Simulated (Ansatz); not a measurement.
I need a short molecular-dynamics run of AlBH5NO, SMILES NB[O][AlH2]. Use Ansatz 0.2.0, Python API. Level of theory (for the species named): Hartree-Fock, 6-31G basis, multiplicity 1.

| atom | x (Å) | y (Å) | z (Å) |
| --- | --- | --- | --- |
| N | 0.3970 | 1.5596 | -0.7881 |
| B | 0.6727 | 0.1153 | -0.7693 |
| O | -0.4297 | -0.8734 | -0.7450 |
| Al | -0.5403 | -1.2898 | 1.0408 |
| H | -0.2974 | 1.7513 | -1.6223 |
| H | -0.1853 | 1.8395 | 0.0695 |
| H | 1.8264 | -0.2316 | -0.8731 |
| H | 0.2705 | -2.4744 | 1.6821 |
| H | -1.6251 | -0.4427 | 1.9883 |

The script, `md_albh5no.py`:
```python
'''Molecular dynamics of one AlBH5NO molecule.'''

import ansatz as az
from ase import Atoms
import numpy as np

config = {
    'basis_set': '6-31G',
    'xc': 'hf',
    'n_steps': 40,
    'temperature_k': 200,
}

atoms = Atoms(['N', 'B', 'O', 'Al', 'H', 'H', 'H', 'H', 'H'], positions=[
    (0.397, 1.5596, -0.7881),
    (0.6727, 0.1153, -0.7693),
    (-0.4297, -0.8734, -0.745),
    (-0.5403, -1.2898, 1.0408),
    (-0.2974, 1.7513, -1.6223),
    (-0.1853, 1.8395, 0.0695),
    (1.8264, -0.2316, -0.8731),
    (0.2705, -2.4744, 1.6821),
    (-1.6251, -0.4427, 1.9883),
])
mol = az.Crystal.molecule_from_ase(atoms)

setup = mol.calculation().basis(gaussian=config['basis_set']).functional(config['xc'])
symbols = [site.symbol for site in mol.cartesian_sites]
start = np.array([site.position_ang for site in mol.cartesian_sites], dtype=float)
summary = setup.relax(force_tolerance=0.02, max_steps=100).run().report
end = np.array(summary['positions_ang'])
minimum = az.Crystal.molecule()
for symbol, place in zip(symbols, end):
    minimum = minimum.atom(symbol, place.tolist())

# dynamics from the relaxed geometry
setup = (
    minimum.calculation()
    .basis(gaussian=config['basis_set'])
    .functional(config['xc'])
    .md('nvt_nose_hoover', timestep=0.5, steps=config['n_steps'], temperature=config['temperature_k'], initial_velocities='maxwell_boltzmann', seed=71, thermostat_time=20)
)
frames = []
res = setup.session().plan().execute(on_event=lambda e: frames.append(e['data']) if e['event'] == 'md_step' else None)
print('t (fs)   E_pot (eV)      E_kin (eV)   T (K)   d(0-1) (A)')
for f in frames[::2]:
    xyz = np.array(f['positions_ang'])
    print(f'{f["time_fs"]:6.2f} {f["lagrangian_ev"]:14.5f} {f["e_kin_ev"]:10.5f} {f["temperature_k"]:8.1f} {np.linalg.norm(xyz[0] - xyz[1]):9.4f}')
kept = np.array([f['conserved_ev'] for f in frames])
print(f'conserved energy moves by at most {1000 * np.ptp(kept):.3f} meV')
symbols = [site.symbol for site in mol.cartesian_sites]
with open('last_frame.xyz', 'w') as handle:
    handle.write(f'{len(symbols)}\nt = {frames[-1]["time_fs"]} fs\n')
    handle.writelines('{:2s} {:10.5f} {:10.5f} {:10.5f}\n'.format(s, *xyz) for s, xyz in zip(symbols, frames[-1]['positions_ang']))
```

```console
$ python md_albh5no.py
t (fs)   E_pot (eV)      E_kin (eV)   T (K)   d(0-1) (A)
  0.00   -10853.84950    0.18096    200.0    1.4083
  1.00   -10853.82803    0.15996    176.8    1.4149
  2.00   -10853.79015    0.12288    135.8    1.4203
  3.00   -10853.77331    0.10604    117.2    1.4238
  4.00   -10853.76696    0.09976    110.3    1.4252
  5.00   -10853.75108    0.08478     93.7    1.4250
  6.00   -10853.73994    0.07474     82.6    1.4237
  7.00   -10853.75295    0.08854     97.9    1.4217
  8.00   -10853.77832    0.11487    127.0    1.4195
  9.00   -10853.78217    0.12064    133.3    1.4168
 10.00   -10853.75570    0.09693    107.1    1.4136
 11.00   -10853.73283    0.07626     84.3    1.4098
 12.00   -10853.73054    0.07539     83.3    1.4055
 13.00   -10853.72390    0.07082     78.3    1.4014
 14.00   -10853.70686    0.05638     62.3    1.3985
 15.00   -10853.70742    0.05925     65.5    1.3973
 16.00   -10853.74040    0.09483    104.8    1.3980
 17.00   -10853.77966    0.13847    153.0    1.4003
 18.00   -10853.78641    0.15185    167.8    1.4035
 19.00   -10853.76382    0.13650    150.9    1.4068
 20.00   -10853.74976    0.12840    141.9    1.4095
conserved energy moves by at most 1.416 meV
```

File `last_frame.xyz` afterwards:
```text
9
t = 20.0 fs
N     0.48465    1.63699   -0.89639
B     0.32794    0.23643   -0.91810
O    -0.14698   -0.51659    0.10799
Al   -0.57539   -1.48066    1.43459
H     0.91025    2.09868   -1.64782
H     0.18553    2.14397   -0.12523
H     0.69225   -0.30919   -1.93476
H     0.52782   -1.99752    2.38811
H    -2.11306   -1.90688    1.55750
```

Reading the output:
- Total energies depend on the basis set; only differences at equal settings carry meaning.
- The trajectory is only some femtoseconds long, so its temperature is not equilibrated; where the script doesn't relax first, it starts from a rough generated geometry.
- The temperature counts the internal degrees of freedom alone.
- Run time: 63 s on 1 thread of Arm Neoverse V2 (shared host), peak memory 0.21 GiB.
